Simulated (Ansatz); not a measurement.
# RbMnO4 (element-swapped structure): how the settings move a single-point run

Aim: see which settings change the result for RbMnO4 (element-swapped structure), by how much, and at what cost.

Computed with Ansatz 0.2.0 (reference: DFT r2SCAN, plane waves, PAW, scalar-relativistic, no spin polarisation, unless a step's input says otherwise).

**1. The starting structure**

Symmetry: P4/mmm, No. 123, tetragonal system. Conventional cell: a = 3.536 Å, b = 3.536 Å, c = 6.095 Å, α = 90.00°, β = 90.00°, γ = 90.00°. Around Rb (site symmetry 4/mmm) lie 8 O at 2.85 Å. Around Mn (site symmetry 4/mmm) lie 6 O at 1.69 to 1.77 Å. O (site symmetry mmm) has 2 Mn at 1.77 Å as nearest neighbours. Around O (site symmetry 4mm) lie 1 Mn at 1.69 Å.

Structure file:

```
Rb Mn O
1.0
     3.53626    0.00000    0.00000
     0.00000    3.53626    0.00000
     0.00000    0.00000    6.09522
Rb Mn O
1 1 4
Direct
  0.50000 0.50000 0.50000
  0.00000 0.00000 0.00000
  0.50000 0.00000 0.00000
  0.00000 0.50000 0.00000
  0.00000 0.00000 0.27700
  0.00000 0.00000 0.72300
```

**2. Baseline**

Contents of input.yaml:

```yaml
crystal:
  lattice:
    - [3.53625736, 0.0, 0.0]
    - [0.0, 3.53625736, 0.0]
    - [0.0, 0.0, 6.09522491]
  atoms:
    - { symbol: Rb, position: [0.5, 0.5, 0.5] }
    - { symbol: Mn, position: [0.0, 0.0, 0.0] }
    - { symbol: O, position: [0.5, 0.0, 0.0] }
    - { symbol: O, position: [0.0, 0.5, 0.0] }
    - { symbol: O, position: [0.0, 0.0, 0.277] }
    - { symbol: O, position: [0.0, 0.0, 0.723] }
  symmetry: { tolerance: 0.0003 }
kpoints:
  mp_grid: { grid: [5, 5, 3], shift: [0, 0, 0] }
magnetization:
  spin_polarized: false
scf:
  occupations: { method: fermi_dirac }
hamiltonian:
  pseudopotentials: { kind: paw }
  xc: r2scan
basis:
  ecutwfc: 500
output:
  forces: true
  stress: true
  eigenvalues: true
  write_density: true
  write_potential: true
  elf: true
  volumetric_format: npy
```

Started as:

```
ansatz run input.yaml --threads 1 --pin off --max-ram 2560MiB --backend cpu --events-out ev --progress --plain --runs-dir out
```

Output (excerpt; [...] marks lines left out):

```text
Warning: RAYON_NUM_THREADS=1 ignored (pool sized by the plan → 1); use --threads N
[...]
Pseudopotentials: kind: paw
Pseudopotential: Rb, paw, valence charge 9, recommended cutoff 500 eV (meta_gga), Rb.paw.azcp
Pseudopotential: Mn, paw, valence charge 15, recommended cutoff 500 eV (meta_gga), Mn.paw.azcp
Pseudopotential: O, paw, valence charge 6, recommended cutoff 500 eV (meta_gga), O.paw.azcp
Functional definition: r2SCAN
[...]
Crystal: 6 atoms, lattice volume = 76.221 Å³
Basis set: ecut = 500 eV, 1967 PW (Γ), exchange–correlation on 108×108×180 points (64 copies of the dense FFT grid, shifted against one another)
Bands: 30, of which v1, the nominal top of the filled ones, is band 24 counted from 1 (23 counted from 0)
Symmetry: 16 space group operations
Space group: P4/mmm (ITA 123), of the structure as read, at distance tolerance 1.3e-3 Å
k-points: 12 of 75
[...]
SCF iter   1: F=—  HF=-9451.517944 eV  |F-HF|=—  |Δ(HF+E_count)|=         —  Δρ=6.86e-2  dr2=3.50e0  dr2_τ=3.69e-1  ethr=1.77e-3  ⟨swp⟩=6.0  Hψ=1645  notcnv=0
[...]
SCF iter   9: F=-9451.421851 eV  HF=-9451.421851 eV  |F-HF|=5.18e-8  |Δ(HF+E_count)|=   1.41e-7  Δρ=7.67e-6  dr2=5.67e-8  dr2_τ=1.02e-9  ethr=2.08e-10  ⟨swp⟩=7.8  Hψ=2634  notcnv=0
[...]
SCF converged after 9 iterations
Free energy (F): -9451.421851 eV
[...]
E sigma→0 (E₀):  -9451.344636 eV
Entropy (-TS):   -0.154430 eV (-25.738 meV/atom)
Fermi energy:    6.314829 eV
[...]
--- Forces (eV/Å), atoms counted from 1 ---
  atom   1  Rb     0.00000000     0.00000000     0.00000000
  atom   2  Mn     0.00000000    -0.00000000    -0.00000000
  atom   3  O     -0.00000000     0.00000000     0.00000000
  atom   4  O      0.00000000    -0.00000000    -0.00000000
  atom   5  O      0.00000000     0.00000000     0.37029032
  atom   6  O     -0.00000000     0.00000000    -0.37029032
[...]
--- Stress (GPa, compression-positive) ---
       10.429526       0.000000      -0.000000
        0.000000      10.429526       0.000000
       -0.000000       0.000000       7.543212
  P = ⅓ Tr σ = 9.4674 GPa (94.674 kbar)
--- Band table (eV; the first three rows and the last of 12) ---
[...]
```

Wall time 8.2 s (1 thread of Arm Neoverse V1, shared host); peak memory 0.47 GiB.

**3. Changed: symmetry.detect false, scf.algorithm direct_min, ecutrho_ratio 9, tolerance left out**

Changes to input.yaml since step 2:

```diff
@@ -12,3 +12,3 @@
     - { symbol: O, position: [0.0, 0.0, 0.723] }
-  symmetry: { tolerance: 0.0003 }
+  symmetry: { detect: false }
 kpoints:
@@ -19,2 +19,3 @@
   occupations: { method: fermi_dirac }
+  algorithm: direct_min
 hamiltonian:
@@ -24,2 +25,3 @@
   ecutwfc: 500
+  ecutrho_ratio: 9
 output:
@@ -28,5 +30 @@
   eigenvalues: true
-  write_density: true
-  write_potential: true
-  elf: true
-  volumetric_format: npy
```

Started as:

```
ansatz run input.yaml --threads 1 --pin off --max-ram 2560MiB --backend cpu --events-out ev --progress --plain --runs-dir out
```

Output (excerpt; [...] marks lines left out):

```text
Warning: RAYON_NUM_THREADS=1 ignored (pool sized by the plan → 1); use --threads N
[...]
[... 5 set-up lines as earlier in the session ...]
[...]
Crystal: 6 atoms, lattice volume = 76.221 Å³
Basis set: ecut = 500 eV, 1967 PW (Γ), exchange–correlation on 160×160×288 points (64 copies of the dense FFT grid, shifted against one another)
Bands: 30, of which v1, the nominal top of the filled ones, is band 24 counted from 1 (23 counted from 0)
Symmetry: 1 space group operations
k-points: 38 of 75 (time reversal used)
[...]
SCF converged after 9 iterations
Stability not checked: this state was not tested for a lower state beside it, because a direct minimisation reached the state, and no test of it is asked (direct_minimisation; see scf.lower_state_search)
Free energy (F): -9451.421862 eV
[...]
E sigma→0 (E₀):  -9451.344647 eV
Entropy (-TS):   -0.154428 eV (-25.738 meV/atom)
Fermi energy:    6.314827 eV
[...]
--- Forces (eV/Å), atoms counted from 1 ---
  atom   1  Rb     0.00000004     0.00000002     0.00001691
  atom   2  Mn     0.00000001     0.00000002    -0.00000593
  atom   3  O      0.00000001    -0.00000003     0.00000425
  atom   4  O      0.00000001     0.00000002     0.00000425
  atom   5  O      0.00000007    -0.00000001     0.37022908
  atom   6  O      0.00000000    -0.00000002    -0.37024923
[...]
--- Stress (GPa, compression-positive) ---
       10.428886      -0.000000       0.000000
       -0.000000      10.428887       0.000000
        0.000000       0.000000       7.543381
  P = ⅓ Tr σ = 9.4671 GPa (94.671 kbar)
--- Band table (eV; the first three rows and the last of 38) ---
[...]
```

It took 2.7 min on 1 thread of Arm Neoverse V1, shared host; peak memory 0.87 GiB.

Changing the use of symmetry, solver and numerical grids leaves the energy as it was (0.0 meV/atom).

**4. Changed: chi_scale 0.1**

Changes to input.yaml since step 2:

```diff
@@ -19,2 +19,3 @@
   occupations: { method: fermi_dirac }
+  initial_density: { chi_scale: 0.1 }
 hamiltonian:
@@ -28,5 +29 @@
   eigenvalues: true
-  write_density: true
-  write_potential: true
-  elf: true
-  volumetric_format: npy
```

Started as:

```
ansatz run input.yaml --threads 1 --pin off --max-ram 2560MiB --backend cpu --events-out ev --progress --plain --runs-dir out
```

Output (excerpt; [...] marks lines left out):

```text
Warning: RAYON_NUM_THREADS=1 ignored (pool sized by the plan → 1); use --threads N
[...]
[... 5 set-up lines as earlier in the session ...]
[...]
Crystal: 6 atoms, lattice volume = 76.221 Å³
Basis set: ecut = 500 eV, 1967 PW (Γ), exchange–correlation on 108×108×180 points (64 copies of the dense FFT grid, shifted against one another)
Bands: 30, of which v1, the nominal top of the filled ones, is band 24 counted from 1 (23 counted from 0)
[... 2 set-up lines as earlier in the session ...]
k-points: 12 of 75
[...]
SCF iter  15: F=-9451.421851 eV  HF=-9451.421851 eV  |F-HF|=2.47e-8  |Δ(HF+E_count)|=   1.02e-8  Δρ=5.42e-6  dr2=2.62e-8  dr2_τ=3.60e-10  ethr=2.08e-10  ⟨swp⟩=5.3  Hψ=1137  notcnv=0
[...]
SCF converged after 15 iterations
Free energy (F): -9451.421851 eV
[...]
E sigma→0 (E₀):  -9451.344637 eV
Entropy (-TS):   -0.154427 eV (-25.738 meV/atom)
Fermi energy:    6.314827 eV
[...]
--- Forces (eV/Å), atoms counted from 1 ---
  atom   1  Rb     0.00000000     0.00000000     0.00000000
  atom   2  Mn    -0.00000000     0.00000000     0.00000000
  atom   3  O     -0.00000000    -0.00000000    -0.00000000
  atom   4  O     -0.00000000     0.00000000     0.00000000
  atom   5  O      0.00000000     0.00000000     0.37021039
  atom   6  O     -0.00000000     0.00000000    -0.37021039
[...]
--- Stress (GPa, compression-positive) ---
       10.428201       0.000000      -0.000000
        0.000000      10.428201       0.000000
       -0.000000       0.000000       7.543107
  P = ⅓ Tr σ = 9.4665 GPa (94.665 kbar)
--- Band table (eV; the first three rows and the last of 12) ---
[...]
```

Wall time 8.1 s (1 thread of Arm Neoverse V1, shared host); peak memory 0.46 GiB.

With the changed start the energy agrees within 0.5 meV/atom.

**5. Changing settings: ecutwfc 300 eV**

Changes to input.yaml since step 2:

```diff
@@ -23,3 +23,3 @@
 basis:
-  ecutwfc: 500
+  ecutwfc: "300 eV"
 output:
@@ -28,5 +28 @@
   eigenvalues: true
-  write_density: true
-  write_potential: true
-  elf: true
-  volumetric_format: npy
```

Started as:

```
ansatz run input.yaml --threads 1 --pin off --max-ram 2560MiB --backend cpu --events-out ev --progress --plain --runs-dir out
```

Output (excerpt; [...] marks lines left out):

```text
Warning: basis.ecutwfc = 300 eV is below the records' recommended 500 eV, and the density's cutoff is lower with it unless basis.ecutrho_ratio is high enough to keep the records' density cutoff: compare with a run at a higher cutoff
Warning: RAYON_NUM_THREADS=1 ignored (pool sized by the plan → 1); use --threads N
[...]
[... 5 set-up lines as earlier in the session ...]
[...]
Crystal: 6 atoms, lattice volume = 76.221 Å³
Basis set: ecut = 300 eV, 845 PW (Γ), exchange–correlation on 80×80×144 points (64 copies of the dense FFT grid, shifted against one another)
Bands: 30, of which v1, the nominal top of the filled ones, is band 24 counted from 1 (23 counted from 0)
[... 1 set-up line as earlier in the session ...]
[...]
SCF iter   1: F=—  HF=-9449.680892 eV  |F-HF|=—  |Δ(HF+E_count)|=         —  Δρ=6.32e-2  dr2=2.82e0  dr2_τ=3.60e-1  ethr=1.77e-3  ⟨swp⟩=5.2  Hψ=1496  notcnv=0
[...]
SCF iter  10: F=-9449.632842 eV  HF=-9449.632842 eV  |F-HF|=1.44e-8  |Δ(HF+E_count)|=   3.76e-8  Δρ=4.80e-6  dr2=1.61e-8  dr2_τ=5.29e-10  ethr=2.08e-10  ⟨swp⟩=3.0  Hψ=1245  notcnv=0
[...]
SCF converged after 10 iterations
Free energy (F): -9449.632842 eV
[...]
E sigma→0 (E₀):  -9449.555566 eV
Entropy (-TS):   -0.154553 eV (-25.759 meV/atom)
Fermi energy:    6.295460 eV
[...]
--- Forces (eV/Å), atoms counted from 1 ---
  atom   1  Rb     0.00000000     0.00000000     0.00000000
  atom   2  Mn    -0.00000000     0.00000000     0.00000000
  atom   3  O     -0.00000000    -0.00000000    -0.00000000
  atom   4  O     -0.00000000     0.00000000     0.00000000
  atom   5  O      0.00000000     0.00000000     0.42719619
  atom   6  O     -0.00000000     0.00000000    -0.42719619
[...]
--- Stress (GPa, compression-positive) ---
       10.072908       0.000000      -0.000000
        0.000000      10.072908       0.000000
       -0.000000       0.000000       7.886261
  P = ⅓ Tr σ = 9.3440 GPa (93.440 kbar)
--- Band table (eV; the first three rows and the last of 12) ---
[...]
```

It took 3.2 s on 1 thread of Arm Neoverse V1, shared host; peak memory 0.35 GiB.

Changing the cutoff moves the energy by +298.2 meV/atom, and the largest force goes from 0.37 to 0.43 eV/Å. The lower cutoff gives the higher energy: the smaller basis describes the state less well. The log warns that the cutoff is under what these potentials recommend, so the shift is basis error. These settings are too coarse to quote as the system's properties.

**6. Changed: hubbard.sites [{species: Mn, l: d, u_eff: 4.0}], hubbard.double_counting amf**

Changes to input.yaml since step 2:

```diff
@@ -22,2 +22,3 @@
   xc: r2scan
+  hubbard: { sites: [{ species: Mn, l: d, u_eff: 4.0 }], double_counting: amf }
 basis:
```

Started as:

```
ansatz run input.yaml --threads 1 --pin off --max-ram 2560MiB --backend cpu --events-out ev --progress --plain --runs-dir out
```

Output (excerpt; [...] marks lines left out):

```text
Warning: RAYON_NUM_THREADS=1 ignored (pool sized by the plan → 1); use --threads N
Rb: projections on atomic orbitals take those of the free atom [Ar 3d10] 4s2 4p6 5s1, of charge +0.00 (hamiltonian.pseudopotentials.projection_atoms); the dataset's partial waves leave at most 2.5e-6 of an orbital's norm unspanned inside its sphere
Mn: projections on atomic orbitals take those of the free atom [Ne] 3s2 3p6 3d5 4s2, of charge +0.00 (hamiltonian.pseudopotentials.projection_atoms); the dataset's partial waves leave at most 9.0e-7 of an orbital's norm unspanned inside its sphere
O: projections on atomic orbitals take those of the free atom [He] 2s2 2p4, of charge +0.00 (hamiltonian.pseudopotentials.projection_atoms); the dataset's partial waves leave at most 1.9e-8 of an orbital's norm unspanned inside its sphere
[...]
[... 1 set-up line as earlier in the session ...]
[...]
SCF converged after 13 iterations
Free energy (F): -9451.557180 eV
[...]
E sigma→0 (E₀):  -9451.485124 eV
Entropy (-TS):   -0.144112 eV (-24.019 meV/atom)
Fermi energy:    6.261469 eV
[...]
DFT+U double counting: amf (around mean field; hamiltonian.hubbard.double_counting)
--- Forces (eV/Å), atoms counted from 1 ---
  atom   1  Rb     0.00000000    -0.00000000    -0.00000000
  atom   2  Mn    -0.00000000     0.00000000     0.00000000
  atom   3  O     -0.00000000    -0.00000000    -0.00000000
  atom   4  O     -0.00000000     0.00000000     0.00000000
  atom   5  O      0.00000000     0.00000000     0.25150361
  atom   6  O     -0.00000000     0.00000000    -0.25150361
[...]
--- Stress (GPa, compression-positive) ---
       11.866332      -0.000000      -0.000000
        0.000000      11.866332       0.000000
       -0.000000       0.000000       6.644055
  P = ⅓ Tr σ = 10.1256 GPa (101.256 kbar)
--- Band table (eV; the first three rows and the last of 12) ---
[...]
Occupation matrices written to <dir>
```

It took 10 s on 1 thread of Arm Neoverse V1, shared host; peak memory 0.49 GiB.

Changing the Hubbard U moves the energy by -22.6 meV/atom, and the pressure goes from 9.5 to 10.1 GPa and the largest force goes from 0.37 to 0.25 eV/Å. The U term adds an energy of its own, so the shift says nothing about which run is better. Cost: 13 SCF cycles against 9.

**7. Side by side**

```csv
run,ending,energy change,pressure (GPa),gap (eV),force (eV/Å),cycles,time
reference,converged,0,9.5,0.00,0.37,9,8.2 s
"1: symmetry.detect false, scf.algorithm direct_min, ecutrho_ratio 9, tolerance left out",converged,0.0 meV/atom,9.5,0.00,0.37,9,2.7 min
2: chi_scale 0.1,converged,0.0 meV/atom,9.5,0.00,0.37,15,8.1 s
3: ecutwfc 300 eV,converged,+298.2 meV/atom,9.3,0.00,0.43,10,3.2 s
"4: hubbard.sites [{species: Mn, l: d, u_eff: 4.0}], hubbard.double_counting amf",converged,-22.6 meV/atom (U changed: no physical gain or loss),10.1,0.00,0.25,13,10 s
```

Times don't compare one to one where runs were asked for different outputs or read a saved state (see the inputs); cycles may leave out searches for a lower state.

Residual by cycle in the longest SCF loop of each run; runs are numbered as in the table. The quantity is the density residual dr2, in eV.

```csv
cycle,reference,run 1,run 2,run 3,run 4
1,3.5,3.51,14.8,2.82,13.1
2,8.06,0.171,26.4,15.4,27
4,0.0795,7.4e-4,3.22,0.113,2.26
5,0.00606,3.6e-6,1.52,0.0132,1.02
6,6.7e-5,4.1e-7,0.432,6.2e-4,0.112
7,2.7e-5,7.5e-8,0.0243,4.5e-5,0.0982
9,5.7e-8,4.3e-10,0.00102,6.7e-7,2.7e-4
10,-,-,1.8e-4,1.6e-8,8.0e-6
11,-,-,6.5e-6,-,1.6e-5
12,-,-,1.5e-6,-,7.6e-7
14,-,-,2.5e-7,-,-
15,-,-,2.6e-8,-,-
```

**Reading.** Of the converged runs whose energies compare with the reference's, «ecutwfc 300 eV» moves the energy most (+298.2 meV/atom). Run 3 ran under the cutoff that the potentials recommend, as the log warns, so basis error is mixed into its values. A changed U is a change of model: its shifts are not errors of convergence. The reference leaves spin out although Mn can carry a moment, so its state need not be the lowest.

The reference is no final answer either: its mesh is coarse for a cell with so small a gap or none; the structure is made up and not relaxed.
